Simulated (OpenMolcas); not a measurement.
**Pt²⁺ among point charges: CASSCF and CASPT2 levels and susceptibility**

How does a field of 6 point charges split the states of Pt²⁺, and what χT follows?

Program: OpenMolcas 26.06. Level of theory: state-averaged CASSCF and CASPT2, spin-orbit coupling by RASSI with atomic mean-field integrals. These are calculated values, not measurements, unless marked.

## 1. The atom as given

```
Species                           : Pt²⁺ (platinum, Z = 78, 76 electrons)
Basis                             : ANO-RCC-VTZP [8s7p5d3f1g], 84 functions
Scalar Hamiltonian                : DKH2, point nucleus
Inactive shells                   : 1s 2s 2p 3s 3p 3d 4s 4p 4d 4f 5s 5p
Active space                      : 8 electrons in 5 orbitals (5d)
Some configurations of this space : 5d8
Orbitals                          : optimised for each spin and parity, averaged over all roots
```

Outer shells as boxes (Hund's rule):

5d8
```
5d [↑↓][↑↓][↑↓][↑ ][↑ ]
```

The ion sits among 6 point charges of -1.7 e arranged as a trigonal antiprism (D3d), 2.42 Å from the ion, with a polar angle of 49.3° against the regular 54.74°.

The work runs as a chain of OpenMolcas steps in one folder; each step below is one input file. Labels, J, g values, rates, χT and fits are worked out afterwards by a script from the matrices that RASSI stores. The input lists half of the charges; inversion (Group=XYZ) makes the rest.

## 2. GATEWAY and SEWARD: basis and integrals

a.inp reads:

```
&GATEWAY
Coord
1

Pt 0.0 0.0 0.0
Basis=ANO-RCC-VTZP
Group=XYZ
NoMove
AngMom=0.0 0.0 0.0
AMFI
XField
3 Angstrom 0
0.000000 1.833639 1.579293 -1.700000
1.587978 -0.916820 1.579293 -1.700000
1.587978 0.916820 -1.579293 -1.700000
&SEWARD
```

Command:

```sh
OMP_NUM_THREADS=1 MOLCAS_MEM=1689 MOLCAS_PROJECT=a pymolcas a.inp > a.log
```

## 3. Reference wave functions, triplets of even parity, 10 roots

a.inp reads:

```
&RASSCF
FileOrb=start.orb
Symmetry=1
Spin=3
nActEl=8 0 0
Inactive=15 19
Ras2=5 0
CIRoot=10 10 1
SDav=10
CIMx=300
Iter=120 100
PrWF=0.3
OrbListing=Nothing
MaxOrb=0
>>> COPY $Project.JobIph JOB001
```

start.orb holds the contracted functions of the basis, ordered by shell, or the orbitals of the step before.

## 4. Reference wave functions, singlets of even parity, 15 roots

a.inp reads:

```
&RASSCF
FileOrb=start.orb
Symmetry=1
Spin=1
nActEl=8 0 0
Inactive=15 19
Ras2=5 0
CIRoot=15 15 1
SDav=15
CIMx=300
Iter=120 100
PrWF=0.3
OrbListing=Nothing
MaxOrb=0
>>> COPY $Project.JobIph JOB002
```

## 5. RASSI: spin-orbit coupling between the states

a.inp reads:

```
&RASSI
NrOfJobIphs=2 10 15
1 2 3 4 5 6 7 8 9 10
1 2 3 4 5 6 7 8 9 10 11 12 13 14 15
IphNames
JOB001
JOB002
EJob
SpinOrbit
DIPRint=1.0
SOCoupling=1000.0
Subsets=2
Property=9
'ANGMOM' 1 'ANGMOM' 2 'ANGMOM' 3 'MLTPL  1' 1 'MLTPL  1' 2 'MLTPL  1' 3
'AMFI' 1 'AMFI' 2 'AMFI' 3
SOProperty=3
'ANGMOM' 1 'ANGMOM' 2 'ANGMOM' 3
```

## 6. CASPT2: IPEA 0.25, imaginary shift 0.1 (closed shells correlated: 5s 5p)

a.inp reads:

```
>>> COPY JOB001 $Project.JobIph
&CASPT2
Multistate=10 1 2 3 4 5 6 7 8 9 10
NoMult
Frozen=14 16
IPEA=0.25
Imaginary=0.1
MaxIter=60
WThr=0.0 0.3 0.05
PrWF=0.5
NoMix
>>> COPY JOB002 $Project.JobIph
&CASPT2
Multistate=15 1 2 3 4 5 6 7 8 9 10 11 12 13 14 15
NoMult
Frozen=14 16
IPEA=0.25
Imaginary=0.1
MaxIter=60
WThr=0.0 0.3 0.05
PrWF=0.5
NoMix
```

(Steps that only read results are left out.)

What does the calculation give? Wanted: spin-free ground state; first state of the same spin within the active space; lowest level; next level.

The runs gave:

| quantity | value |
| --- | --- |
| method | SS-CASPT2, IPEA 0.25, imaginary shift 0.1 (closed shells correlated: 5s 5p) |
| spin-free ground state | 3A2, 1-fold in its orbital part |
| first state of the same spin within the active space | 3E at 4170 cm⁻¹ |
| lowest level | 1-fold A1 |
| next level | 415.0 cm⁻¹ |
| χT at 300 K | 2.32 cm³ K/mol |
| effective moment at 300 K | 4.31 μB |

Cost by method:

```tsv
method	time of its own steps	time with the reference
A. CASSCF	11 s	11 s
B. SS-CASPT2, IPEA 0.25, imaginary shift 0.1, +5s 5p	8.5 s	20 s
```

Times are of one thread on a shared host.

**Reading.** The spin-free ground state (3A2) comes to 99 % from free-ion F terms and keeps the highest spin of the shell. χT at 300 K is 2.32, against 1.00 cm³ K/mol for the spin alone, so orbital moment adds to it. CASPT2 does not keep the components of a term degenerate, and the means are used. The field of point charges can differ much from that of real complexes. Point charges carry no covalency, so the field is a model and not that of real ligands.
